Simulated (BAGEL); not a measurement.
# CH7AlOSi (SMILES [CH3][AlH][O][SiH3]): HF/cc-pVDZ (density fitting with cc-pvqz-jkfit)

What is the vertical ionisation energy of CH7AlOSi at HF/cc-pVDZ (density fitting with cc-pvqz-jkfit)? 

The calculation is run with BAGEL 1.2.2.

1 further run of the same task is left out (it didn't finish).

## (1) The system as given

CH7AlOSi has 11 atoms, charge 0, and is taken as a singlet. SMILES: `[CH3][AlH][O][SiH3]`. The coordinates come from a PBE0-D4/def2-TZVP relaxation. This is one conformer, not always the lowest.

Bond lengths: C1–Al2 1.942 Å, Al2–O3 1.688 Å, O3–Si4 1.621 Å, C1–H5 1.093 Å, C1–H6 1.096 Å, C1–H7 1.094 Å, Al2–H8 1.582 Å, Si4–H9 1.488 Å, Si4–H10 1.489 Å, Si4–H11 1.488 Å. Some angles: C1–Al2–O3 119.8°, Al2–O3–Si4 169.7°, C1–Al2–H8 124.0°, O3–Al2–H8 116.2°, Al2–C1–H5 112.4°, Al2–C1–H6 110.3°, Al2–C1–H7 111.7°, O3–Si4–H9 110.1°, O3–Si4–H10 110.8°, O3–Si4–H11 110.2°.

## (2) A single-point energy at HF/cc-pVDZ (density fitting with cc-pvqz-jkfit)

File job.json:

```json
{ "bagel" : [

{
  "title" : "molecule",
  "basis" : "cc-pvdz.json",
  "df_basis" : "cc-pvqz-jkfit",
  "angstrom" : true,
  "geometry" : [
    { "atom" : "C", "xyz" : [      -1.516100,       1.536800,      -0.427400 ] },
    { "atom" : "Al", "xyz" : [      -1.148200,      -0.171900,       0.419400 ] },
    { "atom" : "O", "xyz" : [       0.407500,      -0.823300,       0.350400 ] },
    { "atom" : "Si", "xyz" : [       1.960700,      -1.220800,       0.113400 ] },
    { "atom" : "H", "xyz" : [      -0.796600,       1.774200,      -1.214900 ] },
    { "atom" : "H", "xyz" : [      -1.467000,       2.345400,       0.310900 ] },
    { "atom" : "H", "xyz" : [      -2.521600,       1.566500,      -0.857000 ] },
    { "atom" : "H", "xyz" : [      -2.226500,      -1.018100,       1.209700 ] },
    { "atom" : "H", "xyz" : [       2.731500,      -1.046600,       1.374000 ] },
    { "atom" : "H", "xyz" : [       2.573500,      -0.359900,      -0.936300 ] },
    { "atom" : "H", "xyz" : [       2.068100,      -2.639400,      -0.321500 ] }
  ]
},

{ "title" : "hf", "charge" : 0 },

{ "title" : "print", "file" : "orbitals.molden", "orbitals" : true }

]}
```

The basis set cc-pVDZ is read from a file made from the Basis Set Exchange's data (not shown).

On the command line:

```
BAGEL_NUM_THREADS=1 BAGEL job.json > job.out
```

The log of the run:

```text
* using 1 threads per process

  ===============================================================
  ===============================================================

  *** Geometry ***

  { "atom" : "C", "xyz" : [     -2.865014,      2.904131,     -0.807669 ] },
  { "atom" : "Al", "xyz" : [     -2.169784,     -0.324844,      0.792551 ] },
  { "atom" : "O", "xyz" : [      0.770063,     -1.555812,      0.662160 ] },
  { "atom" : "Si", "xyz" : [      3.705186,     -2.306978,      0.214295 ] },
  { "atom" : "H", "xyz" : [     -1.505356,      3.352752,     -2.295828 ] },
  { "atom" : "H", "xyz" : [     -2.772228,      4.432164,      0.587516 ] },
  { "atom" : "H", "xyz" : [     -4.765133,      2.960256,     -1.619495 ] },
  { "atom" : "H", "xyz" : [     -4.207475,     -1.923930,      2.286002 ] },
  { "atom" : "H", "xyz" : [      5.161787,     -1.977787,      2.596484 ] },
  { "atom" : "H", "xyz" : [      4.863210,     -0.680112,     -1.769351 ] },
  { "atom" : "H", "xyz" : [      3.908143,     -4.987743,     -0.607547 ] },

  Number of auxiliary basis functions:      865

  Since a DF basis is specified, we compute 2- and 3-index integrals:
    o Being stored without compression. Storage requirement is 0.068 GB

  Number of basis functions:       99
  Number of electrons      :       48

    * METHOD: MOLECULE                             1.31

  *** RHF ***

  === Nuclear Repulsion ===
   201.2563603275

      * DIIS with orbital gradients will be used.

  === RHF iteration (cc-pvdz.json) ===
      0       -647.45304929          0.01620369           0.32
      1       -647.62668824          0.01175091           0.25
      2       -647.74650536          0.00153598           0.25
      3       -647.74891308          0.00065112           0.34
      4       -647.74928593          0.00008909           0.26
      5       -647.74929470          0.00001382           0.30
      6       -647.74929498          0.00000402           0.26
      7       -647.74929500          0.00000126           0.22
      8       -647.74929500          0.00000047           0.23
      9       -647.74929500          0.00000011           0.22
     10       -647.74929500          0.00000005           0.24
     11       -647.74929500          0.00000002           0.22
     12       -647.74929500          0.00000000           0.22
    * SCF iteration converged.

    * Permanent dipole moment:
           (    0.238417,    -0.351812,     0.136081) a.u.

    * METHOD: HF                                   3.86

    * METHOD: PRINT                                0.06

  ===============================================================
```

Wall time 6 s (1 thread of AMD EPYC 7R43 (Zen 3), shared host); peak memory 0.22 GiB.

## (3) The doublet cation at the same level

File job.json:

```json
{ "bagel" : [

{
  "title" : "molecule",
  "basis" : "cc-pvdz.json",
  "df_basis" : "cc-pvqz-jkfit",
  "angstrom" : true,
  "geometry" : [
    { "atom" : "C", "xyz" : [   -1.516100,    1.536800,   -0.427400 ] },
    { "atom" : "Al", "xyz" : [   -1.148200,   -0.171900,    0.419400 ] },
    { "atom" : "O", "xyz" : [    0.407500,   -0.823300,    0.350400 ] },
    { "atom" : "Si", "xyz" : [    1.960700,   -1.220800,    0.113400 ] },
    { "atom" : "H", "xyz" : [   -0.796600,    1.774200,   -1.214900 ] },
    { "atom" : "H", "xyz" : [   -1.467000,    2.345400,    0.310900 ] },
    { "atom" : "H", "xyz" : [   -2.521600,    1.566500,   -0.857000 ] },
    { "atom" : "H", "xyz" : [   -2.226500,   -1.018100,    1.209700 ] },
    { "atom" : "H", "xyz" : [    2.731500,   -1.046600,    1.374000 ] },
    { "atom" : "H", "xyz" : [    2.573500,   -0.359900,   -0.936300 ] },
    { "atom" : "H", "xyz" : [    2.068100,   -2.639400,   -0.321500 ] }
  ]
},
{ "title" : "uhf", "charge" : 1, "nopen" : 1 },
{ "title" : "print", "file" : "orbitals.molden", "orbitals" : true }

]}
```

The basis set cc-pVDZ is read from a file made from the Basis Set Exchange's data (not shown).

On the command line:

```
BAGEL_NUM_THREADS=1 BAGEL job.json > job.out
```

The log of the run:

```text
* using 1 threads per process

  ===============================================================
  ===============================================================

  *** Geometry ***

  { "atom" : "C", "xyz" : [     -2.865014,      2.904131,     -0.807669 ] },
  { "atom" : "Al", "xyz" : [     -2.169784,     -0.324844,      0.792551 ] },
  { "atom" : "O", "xyz" : [      0.770063,     -1.555812,      0.662160 ] },
  { "atom" : "Si", "xyz" : [      3.705186,     -2.306978,      0.214295 ] },
  { "atom" : "H", "xyz" : [     -1.505356,      3.352752,     -2.295828 ] },
  { "atom" : "H", "xyz" : [     -2.772228,      4.432164,      0.587516 ] },
  { "atom" : "H", "xyz" : [     -4.765133,      2.960256,     -1.619495 ] },
  { "atom" : "H", "xyz" : [     -4.207475,     -1.923930,      2.286002 ] },
  { "atom" : "H", "xyz" : [      5.161787,     -1.977787,      2.596484 ] },
  { "atom" : "H", "xyz" : [      4.863210,     -0.680112,     -1.769351 ] },
  { "atom" : "H", "xyz" : [      3.908143,     -4.987743,     -0.607547 ] },

  Number of auxiliary basis functions:      865

  Since a DF basis is specified, we compute 2- and 3-index integrals:
    o Being stored without compression. Storage requirement is 0.068 GB

  Number of basis functions:       99
  Number of electrons      :       48

    * METHOD: MOLECULE                             2.11

  *** Open-shell HF ***

  === Nuclear Repulsion ===
   201.2563603275

      * DIIS with orbital gradients will be used.

  === UHF iteration (cc-pvdz.json) ===
      0       -647.09712474          0.02902933           0.66
      1       -647.22970501          0.02657516           0.66
      2       -647.29534130          0.01833432           0.61
      3       -647.38840549          0.00174182           0.56
      4       -647.39057083          0.00086689           0.59
      5       -647.39130409          0.00053294           0.59
      6       -647.39196059          0.00028506           0.63
      7       -647.39222404          0.00012538           0.64
      8       -647.39230234          0.00008654           0.62
      9       -647.39235535          0.00006098           0.59
     10       -647.39238264          0.00004170           0.56
     11       -647.39239146          0.00002627           0.66
     12       -647.39239374          0.00001165           0.67
     13       -647.39239485          0.00000556           0.66
     14       -647.39239516          0.00000259           0.56
     15       -647.39239519          0.00000153           0.59
     16       -647.39239520          0.00000116           0.70
     17       -647.39239520          0.00000096           0.58
     18       -647.39239520          0.00000082           0.52
     19       -647.39239521          0.00000060           0.60
     20       -647.39239521          0.00000033           0.46
     21       -647.39239521          0.00000016           0.48
     22       -647.39239521          0.00000011           0.47
     23       -647.39239521          0.00000009           0.51
     24       -647.39239521          0.00000006           0.45
     25       -647.39239521          0.00000004           0.45
     26       -647.39239521          0.00000003           0.45
     27       -647.39239521          0.00000002           0.47
     28       -647.39239521          0.00000001           0.56
    * SCF iteration converged.

    * S^2 (UHF) is 0.7972

    * Permanent dipole moment:
           (    2.854383,    -2.017474,     0.313175) a.u.

    * METHOD: UHF                                 17.31

    * METHOD: PRINT                                0.06

  ===============================================================
```

Wall time 20 s (1 thread of AMD EPYC 7R43 (Zen 3), shared host); peak memory 0.22 GiB.

## (4) What came out

At HF/cc-pVDZ (density fitting with cc-pvqz-jkfit):

```
                                          quantity          value
                    singlet CH7AlOSi: total energy  -647.74929 Eh
                   singlet CH7AlOSi: dipole moment         1.13 D
                     singlet CH7AlOSi: HOMO energy      -11.02 eV
                     singlet CH7AlOSi: LUMO energy        2.07 eV
                   singlet CH7AlOSi: HOMO–LUMO gap       13.08 eV
                      doublet cation: total energy  -647.39240 Eh
                              doublet cation: ⟨S²⟩          0.797
vertical ionisation energy (to the doublet cation)       9.712 eV
```

What this shows: Removing an electron at fixed nuclei costs 9.71 eV (937 kJ/mol). −ε(HOMO) before ionisation, 11.02 eV, is 1.30 eV above this ionisation energy.
